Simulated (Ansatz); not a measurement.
# Ir: the cost of one run

Program: Ansatz 0.2.0. Level of theory: DFT LDA, scalar-relativistic, plane waves, PAW. These are calculated values, not measurements.

5 further runs of the same task are left out: 1 that didn't finish, 4 set aside as unsound or not needed. Runs told in other sessions of the task aren't counted.

## Step 1: The starting structure

The structure is cubic, space group Fm-3m (No. 225). Conventional cell: a = 3.811 Å, b = 3.811 Å, c = 3.811 Å, α = 90.00°, β = 90.00°, γ = 90.00°. Ir (site symmetry m-3m) has 12 Ir at 2.69 Å in its first shell of neighbours.

Structure file:

```xyz
1
Lattice="0.0000 1.9054 1.9054 1.9054 0.0000 1.9054 1.9054 1.9054 0.0000" Properties=species:S:1:pos:R:3 pbc="T T T"
Ir    0.0000    0.0000    0.0000
```

This cell was relaxed beforehand with the same method: volume 13.84 Å³/atom, gap on the mesh none (metal).

## Step 2: The scan

The energy is mapped over two normal modes frozen in (zone-centre modes of the cell shown, which folds in the wave vector (0, 1/2, 1/2) of the primitive cell).

- amplitude of mode 4 (152 cm⁻¹), largest displacement: 11 values from −0.096 to 0.096 Å
- amplitude of mode 6 (193 cm⁻¹), largest displacement: 11 values from −0.107 to 0.107 Å

Nothing else is relaxed (the cell and all other modes fixed). Energies count from the relaxed high-symmetry cell. Points are written as (first, second).

The modes come from a phonon run on the reference cell, made beforehand.

Displacement patterns for an amplitude of 1 (Å):

```
atom     x1      y1     z1      x2     y2     z2
 Ir1  0.000   1.000  0.000   1.000  0.000  0.000
 Ir2  0.000  -1.000  0.000  -1.000  0.000  0.000
```

## Step 3: Point (−0.096 Å, −0.107 Å)

File input.yaml:

```yaml
crystal:
  lattice:
    - [0.0, -1.9054060557, -1.9054060557]
    - [0.0, 1.9054060557, -1.9054060557]
    - [3.8108121114, 0.0, 0.0]
  atoms:
    - { symbol: Ir, position: [0.5251914808, 0.4748085192, 0.4719219954] }
    - { symbol: Ir, position: [-0.0251914808, 0.0251914808, 0.0280780046] }
basis:
  ecutwfc: 420
kpoints:
  mp_grid: { grid: [16, 16, 12] }
hamiltonian:
  xc: lda
  pseudopotentials: { kind: paw, azcp: { folder: soft_1 } }
scf:
  occupations: { method: gaussian, width: 0.15 }
output:
  forces: true
  stress: true
  eigenvalues: true
```

Run with:

```console
ansatz run input.yaml --threads 2 --pin off --max-ram 4096MiB --backend cpu --events-out ev --progress --plain --runs-dir out
```

What time and memory should one allow on 2 threads of Arm Neoverse N1, shared host?

About 21 s, with a peak of 0.6 GiB.
